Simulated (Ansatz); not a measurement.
# Hf3TiN4: the cost of one run

Program: Ansatz 0.2.0. Level of theory: DFT PBE, scalar-relativistic, plane waves, PAW. These are calculated values, not measurements.

## Step 1: The system as given

Symmetry: P-6m2, No. 187, hexagonal system. Conventional cell: a = 3.113 Å, b = 3.113 Å, c = 10.745 Å, α = 90.00°, β = 90.00°, γ = 120.00°. Hf (site symmetry -6m2) is surrounded by 6 N at 2.26 Å. Around Hf (site symmetry 3m) lie 6 N at 2.25 to 2.27 Å. Ti (site symmetry -6m2) has 6 N at 2.20 Å in its first shell of neighbours. N (site symmetry 3m) is surrounded by 6 Hf at 2.26 to 2.27 Å. N (site symmetry 3m) is surrounded by 3 Ti at 2.20 Å and 3 Hf at 2.25 Å.

Coordinates:

```cif
data_structure
_symmetry_space_group_name_H-M 'P-6m2'
_symmetry_Int_Tables_number 187
_cell_length_a 3.1134
_cell_length_b 3.1134
_cell_length_c 10.7452
_cell_angle_alpha 90.000
_cell_angle_beta 90.000
_cell_angle_gamma 120.000
_cell_volume 90.20
loop_
_atom_site_label
_atom_site_type_symbol
_atom_site_symmetry_multiplicity
_atom_site_Wyckoff_symbol
_atom_site_fract_x
_atom_site_fract_y
_atom_site_fract_z
_atom_site_occupancy
Hf1 Hf 1 f 0.66667 0.33333 0.50000 1
Hf2 Hf 2 h 0.33333 0.66667 0.75596 1
Ti1 Ti 1 e 0.66667 0.33333 0.00000 1
N1 N 2 g 0.00000 0.00000 0.62749 1
N2 N 2 g 0.00000 0.00000 0.11844 1
```

The start is the relaxed end of an invented cell (made as: elements ordered on the sites of the HfN type, Ti/Hf on Hf (P-6m2, No. 187)), taken up again for a closer look.

## Step 2: Probe: one point on a coarse mesh

Input file input.yaml:

```yaml
crystal:
  lattice:
    - [3.1133676, 0.0, 0.0]
    - [-1.5566838, 2.6962554, 0.0]
    - [0.0, 0.0, 10.7451938]
  atoms:
    - { symbol: Hf, position: [0.6666667, 0.3333333, 0.5] }
    - { symbol: Hf, position: [0.3333333, 0.6666667, 0.755959] }
    - { symbol: Hf, position: [0.3333333, 0.6666667, 0.244041] }
    - { symbol: Ti, position: [0.6666667, 0.3333333, 0.0] }
    - { symbol: "N", position: [0.0, 0.0, 0.627494] }
    - { symbol: "N", position: [0.0, 0.0, 0.118442] }
    - { symbol: "N", position: [0.0, 0.0, 0.881558] }
    - { symbol: "N", position: [0.0, 0.0, 0.372506] }
basis:
  ecutwfc: 420
kpoints:
  mp_grid: { grid: [6, 6, 2] }
hamiltonian:
  xc: pbe
scf:
  occupations: { method: gaussian, width: 0.1 }
  lower_state_search: "off"
output:
  forces: true
  stress: true
  eigenvalues: true
```

On the command line:

```bash
> ansatz run input.yaml --threads 4 --pin off --max-ram 8192MiB --backend cpu --events-out ev --progress --plain --runs-dir out
```

What time and memory should one allow on 4 threads of Arm Neoverse V1, shared host?

About 3 s, with a peak of 0.46 GiB.
